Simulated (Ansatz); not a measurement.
**ZnWO4: a short molecular-dynamics run**

What does ZnWO4 do over 8 steps of 2 fs under a Nosé-Hoover thermostat at 1200 K? The cell is a randomly packed cell of 12 atoms, taken as it stands, without a relaxation.

Program: Ansatz 0.2.0. Level of theory: DFT PBE, plane waves, PAW, scalar-relativistic, no spin polarisation. These are calculated values, not measurements.

### Step 1. The starting structure

The cell holds 12 atoms (O8W2Zn2): a = 4.153 Å, b = 6.404 Å, c = 5.546 Å, α = 93.22°, β = 80.65°, γ = 88.69°.

Coordinates:

```
CELL_PARAMETERS angstrom
4.14744 0.20209 0.05858
-0.16441 6.40124 -0.05029
0.83656 -0.24748 5.47730
ATOMIC_POSITIONS crystal
W 0.19971 0.24067 0.27182
W 0.68978 0.60837 0.30250
Zn 0.13645 0.80185 0.61695
Zn 0.65212 0.02942 0.51683
O 0.13893 0.85628 0.16578
O 0.56849 0.08073 0.91512
O 0.85220 0.30595 0.95035
O 0.17830 0.16719 0.72317
O 0.37563 0.39082 0.86021
O 0.77224 0.83399 0.95289
O 0.77286 0.38922 0.65143
O 0.41728 0.67744 0.90210
```

### Step 2. Dynamics

input.yaml

```yaml
crystal:
  lattice:
    - [4.147436, 0.202086, 0.058576]
    - [-0.164413, 6.401244, -0.05029]
    - [0.836559, -0.247483, 5.477298]
  atoms:
    - { symbol: W, position: [0.199708, 0.240673, 0.271818] }
    - { symbol: W, position: [0.68978, 0.60837, 0.302501] }
    - { symbol: Zn, position: [0.136448, 0.801855, 0.616954] }
    - { symbol: Zn, position: [0.652122, 0.029423, 0.516827] }
    - { symbol: O, position: [0.138931, 0.856285, 0.165781] }
    - { symbol: O, position: [0.568491, 0.080731, 0.915123] }
    - { symbol: O, position: [0.852204, 0.30595, 0.950346] }
    - { symbol: O, position: [0.178302, 0.167185, 0.723168] }
    - { symbol: O, position: [0.375634, 0.390816, 0.860212] }
    - { symbol: O, position: [0.772235, 0.833987, 0.952886] }
    - { symbol: O, position: [0.772858, 0.389218, 0.651425] }
    - { symbol: O, position: [0.417277, 0.677436, 0.902101] }
kpoints:
  mp_grid: { grid: [4, 3, 3] }
magnetization:
  spin_polarized: false
scf:
  occupations: { method: fermi_dirac, width: 0.05 }
  max_iter: 50
hamiltonian:
  pseudopotentials: { kind: paw }
  xc: pbe
basis:
  ecutwfc: "520 ev"
md:
  timestep: 2.0
  n_steps: 8
  ensemble: nvt_nose_hoover
  temperature: 1200.0
  initial_velocities: maxwell_boltzmann
  seed: 951193
```

Run with:

```sh
ansatz run input.yaml --threads 2 --pin off --max-ram 2560MiB --backend cpu --events-out ev --progress --plain --runs-dir out
```

Q: Predict the outcome of this session. Wanted: outcome.

**Answer**, as computed:

| quantity | value |
| --- | --- |
| outcome | refused |

In words: No trajectory came of this input.
